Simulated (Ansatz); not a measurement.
# CH6BNSSi: a ladder of functionals and wavefunction methods

An exercise on one series of results from a longer session: the logs are not shown, and one member is left open.

Program: Ansatz 0.2.0, Gaussian basis. Level of theory: functionals in def2-TZVPP, the program's frozen cores in correlated methods. These are calculated values, not measurements.

Levels to be run: PBE-D4, r2SCAN-D4, PBE0-D4, B3LYP-D4, ωB97X-V, ωB97M-V, B2PLYP; CCSD(T)/def2-TZVPP; MP2/def2-QZVPP; extrapolation to the limit.

**The relaxed structure**

The geometry comes from an earlier relaxation with PBE0-D4 in a triple-zeta def2 set; it is a stationary point, not always the lowest conformer.

11 atoms, charge 0, spin multiplicity 1.

Atoms are counted from 1 here; the program's logs count them from 0.

Bond lengths: B1–C2 1.584 Å, B1–S5 2.035 Å, B1–H6 1.208 Å, B1–H7 1.205 Å, C2–N3 1.302 Å, C2–Si4 1.869 Å, N3–H8 1.009 Å, N3–H9 1.012 Å, Si4–S5 2.096 Å, Si4–H10 1.489 Å, Si4–H11 1.484 Å. Angles: C2–B1–S5 84.7°, C2–B1–H6 115.8°, C2–B1–H7 114.1°, S5–B1–H6 112.3°, S5–B1–H7 108.9°, H6–B1–H7 116.5°, B1–C2–N3 125.7°, B1–C2–Si4 98.3°, N3–C2–Si4 130.8°, C2–N3–H8 123.1°, C2–N3–H9 119.8°, H8–N3–H9 116.9°, C2–Si4–S5 76.4°, C2–Si4–H10 117.8°, C2–Si4–H11 112.4°, S5–Si4–H10 118.6°, S5–Si4–H11 118.3°, H10–Si4–H11 109.8° and more.

Set-up of the first run:

File in.yaml:

```yaml
crystal:
  periodic: [false, false, false]
  atoms:
    - {symbol: B, position_ang: [0.539199, 1.075356, 0.747331]}
    - {symbol: C, position_ang: [-0.369079, -0.114731, 0.231274]}
    - {symbol: N, position_ang: [-1.666353, -0.087451, 0.118735]}
    - {symbol: Si, position_ang: [0.923820, -1.028759, -0.761507]}
    - {symbol: S, position_ang: [1.375837, 0.989263, -1.105794]}
    - {symbol: H, position_ang: [-0.028915, 2.122727, 0.944937]}
    - {symbol: H, position_ang: [1.364192, 0.748183, 1.562985]}
    - {symbol: H, position_ang: [-2.188938, -0.774554, -0.403443]}
    - {symbol: H, position_ang: [-2.187252, 0.692832, 0.497434]}
    - {symbol: H, position_ang: [0.461309, -1.860867, -1.906640]}
    - {symbol: H, position_ang: [1.841581, -1.819098, 0.095387]}
basis:
  gaussian: {orbitals: def2-TZVPP}
hamiltonian: {xc: pbe, dispersion: d4}
output: {forces: true, orbitals: {seedname: orbitals}}
```

On the command line:

```console
$ ansatz run in.yaml --threads 4 --pin off --events-out ev --progress --plain --max-ram 10444MiB
```

Steps of the session up to this table: PBE-D4 (GGA); r2SCAN-D4 (meta-GGA); PBE0-D4 (hybrid); B3LYP-D4 (hybrid); ωB97X-V (range-separated); ωB97M-V (range-separated); B2PLYP (double hybrid); CCSD(T) in def2-TZVPP; MP2 in def2-QZVPP.

One table of the session follows, with a row left open; its other results are not shown here.

```
            method  atomisation energy (eV)
            PBE-D4                   41.143
         r2SCAN-D4                   40.383
           PBE0-D4                   40.390
          B3LYP-D4                   40.183
           ωB97X-V                   40.306
           ωB97M-V                   40.340
            B2PLYP                   39.570
     HF/def2-TZVPP                   28.503
    MP2/def2-TZVPP                   39.334
   CCSD/def2-TZVPP                   37.992
CCSD(T)/def2-TZVPP                   38.732
           MP2/CBS                        ?
       CCSD(T)/CBS                   39.908
```

Estimate the missing values for MP2/CBS.

**Answer.** atomisation energy (eV): 40.510. In the column «atomisation energy (eV)» it lies between PBE0-D4 (40.390) and PBE-D4 (41.143).
